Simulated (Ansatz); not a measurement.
**C₃H₆IN: a ladder of functionals and wavefunction methods**

The task here is to estimate one member of a computed series from the others.

The runs use Ansatz 0.2.0, Gaussian basis; functionals in def2-TZVPP, the program's frozen cores in correlated methods.

Levels to be run: PBE-D4, r2SCAN-D4, PBE0-D4, B3LYP-D4, ωB97X-V, ωB97M-V, B2PLYP; CCSD(T)/def2-TZVPP; MP2/def2-QZVPP; extrapolation to the limit.

### Structure used throughout

An earlier PBE0-D4 in a triple-zeta def2 set relaxation fixed the geometry. I takes the def2 core potential; no spin-orbit term is included.

11 atoms, charge 0, spin multiplicity 1.

Atoms are counted from 1 here; the program's logs count them from 0.

Bond lengths: C1–C2 1.498 Å, C1–H6 1.094 Å, C1–H7 1.090 Å, C1–H8 1.093 Å, C2–N3 1.268 Å, C2–C4 1.495 Å, N3–H9 1.020 Å, C4–I5 2.152 Å, C4–H10 1.085 Å, C4–H11 1.089 Å. Angles: C2–C1–H6 110.2°, C2–C1–H7 111.2°, C2–C1–H8 110.6°, H6–C1–H7 108.8°, H6–C1–H8 106.9°, H7–C1–H8 109.0°, C1–C2–N3 126.1°, C1–C2–C4 117.1°, N3–C2–C4 116.7°, C2–N3–H9 110.7°, C2–C4–I5 111.2°, C2–C4–H10 110.5°, C2–C4–H11 112.8°, I5–C4–H10 106.0°, I5–C4–H11 104.6°, H10–C4–H11 111.5°.

As a file:

```mol
C3H6IN
  3D, bonds by distance, orders not assigned

 11 10  0  0  0  0  0  0  0  0999 V2000
   -0.9425    0.6330   -0.5644 C   0  0
    0.1705   -0.3317   -0.2897 C   0  0
    0.7470   -1.0701   -1.1436 N   0  0
    0.6240   -0.4636    1.1286 C   0  0
    1.6881    1.2922    1.7723 I   0  0
   -1.8371    0.3478   -0.0028 H   0  0
   -1.1877    0.6586   -1.6262 H   0  0
   -0.6692    1.6395   -0.2384 H   0  0
    0.3558   -0.9201   -2.0739 H   0  0
    1.3213   -1.2890    1.2298 H   0  0
   -0.2045   -0.5536    1.8290 H   0  0
  1  2  8  0
  2  3  8  0
  2  4  8  0
  4  5  8  0
  1  6  8  0
  1  7  8  0
  1  8  8  0
  3  9  8  0
  4 10  8  0
  4 11  8  0
M  END
```

The first run:

Input file in.yaml:

```yaml
crystal:
  periodic: [false, false, false]
  atoms:
    - {symbol: C, position_ang: [-0.942549, 0.632993, -0.564436]}
    - {symbol: C, position_ang: [0.170526, -0.331720, -0.289669]}
    - {symbol: N, position_ang: [0.746960, -1.070084, -1.143618]}
    - {symbol: C, position_ang: [0.624001, -0.463593, 1.128612]}
    - {symbol: I, position_ang: [1.688063, 1.292183, 1.772313]}
    - {symbol: H, position_ang: [-1.837088, 0.347782, -0.002811]}
    - {symbol: H, position_ang: [-1.187719, 0.658638, -1.626216]}
    - {symbol: H, position_ang: [-0.669235, 1.639494, -0.238431]}
    - {symbol: H, position_ang: [0.355777, -0.920079, -2.073942]}
    - {symbol: H, position_ang: [1.321253, -1.289002, 1.229835]}
    - {symbol: H, position_ang: [-0.204489, -0.553613, 1.828963]}
basis:
  gaussian: {orbitals: def2-TZVPP}
hamiltonian: {xc: pbe, dispersion: d4}
output: {forces: true, orbitals: {seedname: orbitals}}
```

The run is started by

```sh
ansatz run in.yaml --threads 4 --pin off --events-out ev --progress --plain --max-ram 10444MiB
```

Steps of the session up to this table: PBE-D4 (GGA); r2SCAN-D4 (meta-GGA); PBE0-D4 (hybrid); B3LYP-D4 (hybrid); ωB97X-V (range-separated); ωB97M-V (range-separated); B2PLYP (double hybrid); CCSD(T) in def2-TZVPP; MP2 in def2-QZVPP.

One of the session's tables, all rows but one given; the rest of the session is left out.

It belongs to the step «Atomisation energies». 

```
            method  atomisation energy (eV)
            PBE-D4                   44.484
         r2SCAN-D4                   43.176
           PBE0-D4                   43.538
          B3LYP-D4                   43.245
           ωB97X-V                   43.176
           ωB97M-V                   43.196
            B2PLYP                        ?
     HF/def2-TZVPP                   30.569
    MP2/def2-TZVPP                   42.760
   CCSD/def2-TZVPP                   41.228
CCSD(T)/def2-TZVPP                   42.005
           MP2/CBS                   43.948
       CCSD(T)/CBS                   43.193
```

Q: Estimate the row for B2PLYP from the others.

As computed: atomisation energy (eV): 42.728. In the column «atomisation energy (eV)» it lies between CCSD(T)/def2-TZVPP (42.005) and MP2/def2-TZVPP (42.760).

Caveats from the session: Free atoms (3 C, 1 N, 1 I, 6 H) were run apart at each level; the atomisation energy is their sum less the molecule, without zero-point or spin-orbit terms.
